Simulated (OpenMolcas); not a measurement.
# Co²⁺ among point charges: CASSCF and CASPT2 levels and susceptibility

Aim: the splitting of the states of Co²⁺ in the field of 8 point charges, its lowest levels with spin-orbit coupling and its magnetic susceptibility.

Method: state-averaged CASSCF and CASPT2, spin-orbit coupling by RASSI with atomic mean-field integrals. Code: OpenMolcas 26.06.

**1. What is computed**

| Property | Result |
| --- | --- |
| Species | Co²⁺ (cobalt, Z = 27, 25 electrons) |
| Basis | ANO-RCC-VDZP [5s4p2d1f], 34 functions |
| Scalar Hamiltonian | DKH2, point nucleus |
| Inactive shells | 1s 2s 2p 3s 3p |
| Active space | 7 electrons in 5 orbitals (3d) |
| Some configurations of this space | 3d⁷ |
| Orbitals | optimised for each spin and parity, averaged over all roots |

The outer shells:

3d7
```
3d [↑↓][↑↓][↑ ][↑ ][↑ ]
```

The ion sits among 8 point charges of -1.6 e arranged as a cube (Oh), 1.7 Å from the ion.

The work runs as a chain of OpenMolcas steps in one folder; each step below is one input file. Labels, J, g values, rates, χT and fits are worked out afterwards by a script from the matrices that RASSI stores. The input lists half of the charges; inversion (Group=XYZ) makes the rest.

**2. One- and two-electron integrals**

Contents of a.inp:

```
&GATEWAY
Coord
1

Co 0.0 0.0 0.0
Basis=ANO-RCC-VDZP
Group=XYZ
NoMove
AngMom=0.0 0.0 0.0
AMFI
XField
4 Angstrom 0
0.981495 0.981495 0.981495 -1.600000
0.981495 0.981495 -0.981495 -1.600000
0.981495 -0.981495 0.981495 -1.600000
0.981495 -0.981495 -0.981495 -1.600000
&SEWARD
```

Run with:

```
$ OMP_NUM_THREADS=1 MOLCAS_MEM=1689 MOLCAS_PROJECT=a pymolcas a.inp > a.log
```

**3. CASSCF: quartets of even parity, 10 roots**

Contents of a.inp:

```
&RASSCF
FileOrb=start.orb
Symmetry=1
Spin=4
nActEl=7 0 0
Inactive=3 6
Ras2=5 0
CIRoot=10 10 1
SDav=10
CIMx=300
Iter=120 100
PrWF=0.3
OrbListing=Nothing
MaxOrb=0
>>> COPY $Project.JobIph JOB001
```

start.orb holds the contracted functions of the basis, ordered by shell, or the orbitals of the step before.

**4. Reference wave functions, doublets of even parity, 40 roots**

Contents of a.inp:

```
&RASSCF
FileOrb=start.orb
Symmetry=1
Spin=2
nActEl=7 0 0
Inactive=3 6
Ras2=5 0
CIRoot=40 40 1
SDav=40
CIMx=300
Iter=120 100
PrWF=0.3
OrbListing=Nothing
MaxOrb=0
>>> COPY $Project.JobIph JOB002
```

**5. RASSI: spin-orbit coupling between the states**

Contents of a.inp:

```
&RASSI
NrOfJobIphs=2 10 40
1 2 3 4 5 6 7 8 9 10
1 2 3 4 5 6 7 8 9 10 11 12 13 14 15 16 17 18 19 20 21 22 23 24 25 26 27
28 29 30 31 32 33 34 35 36 37 38 39 40
IphNames
JOB001
JOB002
EJob
SpinOrbit
DIPRint=1.0
SOCoupling=1000.0
Subsets=2
Property=9
'ANGMOM' 1 'ANGMOM' 2 'ANGMOM' 3 'MLTPL  1' 1 'MLTPL  1' 2 'MLTPL  1' 3
'AMFI' 1 'AMFI' 2 'AMFI' 3
SOProperty=3
'ANGMOM' 1 'ANGMOM' 2 'ANGMOM' 3
```

**6. CASPT2: IPEA 0.25, imaginary shift 0.1 (closed shells correlated: 3s 3p)**

Contents of a.inp:

```
>>> COPY JOB001 $Project.JobIph
&CASPT2
Multistate=10 1 2 3 4 5 6 7 8 9 10
NoMult
Frozen=2 3
IPEA=0.25
Imaginary=0.1
MaxIter=60
WThr=0.0 0.3 0.05
PrWF=0.5
NoMix
>>> COPY JOB002 $Project.JobIph
&CASPT2
Multistate=40 1 2 3 4 5 6 7 8 9 10 11 12 13 14 15 16 17 18 19 20 21 22
23 24 25 26 27 28 29 30 31 32 33 34 35 36 37 38 39 40
NoMult
Frozen=2 3
IPEA=0.25
Imaginary=0.1
MaxIter=60
WThr=0.0 0.3 0.05
PrWF=0.5
NoMix
```

(Steps that only read results are left out.)

**Question.** What will these runs give? Wanted: spin-free ground state; first state of the same spin within the active space; lowest level; next level.

**Answer**, as computed:

| quantity | value |
| --- | --- |
| method | SS-CASPT2, IPEA 0.25, imaginary shift 0.1 (closed shells correlated: 3s 3p) |
| spin-free ground state | 4A2, 1-fold in its orbital part |
| first state of the same spin within the active space | 4T2 at 8550 cm⁻¹ |
| lowest level | 4-fold Γ8 |
| next level | 8365.7 cm⁻¹ |
| χT at 300 K | 2.27 cm³ K/mol |
| effective moment at 300 K | 4.26 μB |

Cost by method:

```tsv
method	time of its own steps	time with the reference
A. CASSCF	10 s	10 s
B. SS-CASPT2, IPEA 0.25, imaginary shift 0.1, +3s 3p	3.5 s	14 s
```

Times are of one thread on a shared host.

What this shows: The spin-free ground state (4A2) comes to 100 % from free-ion F terms and keeps the highest spin of the shell. χT at 300 K is 2.27, against 1.88 cm³ K/mol for the spin alone, so orbital moment adds to it. A ligand-field fit to the states below 45000 cm-1 gives 10Dq = -8727 cm-1, B = 1013 cm-1 and C = 4172 cm-1 (C/B = 4.12), with a deviation of 669 cm-1. CASPT2 does not keep the components of a term degenerate, and the means are used. The field of point charges can differ much from that of real complexes. With metal d orbitals alone active, the gaps between spin states are rough; where two lie within a few thousand cm-1, their order is open. This is an electrostatic model: the charges have no orbitals.
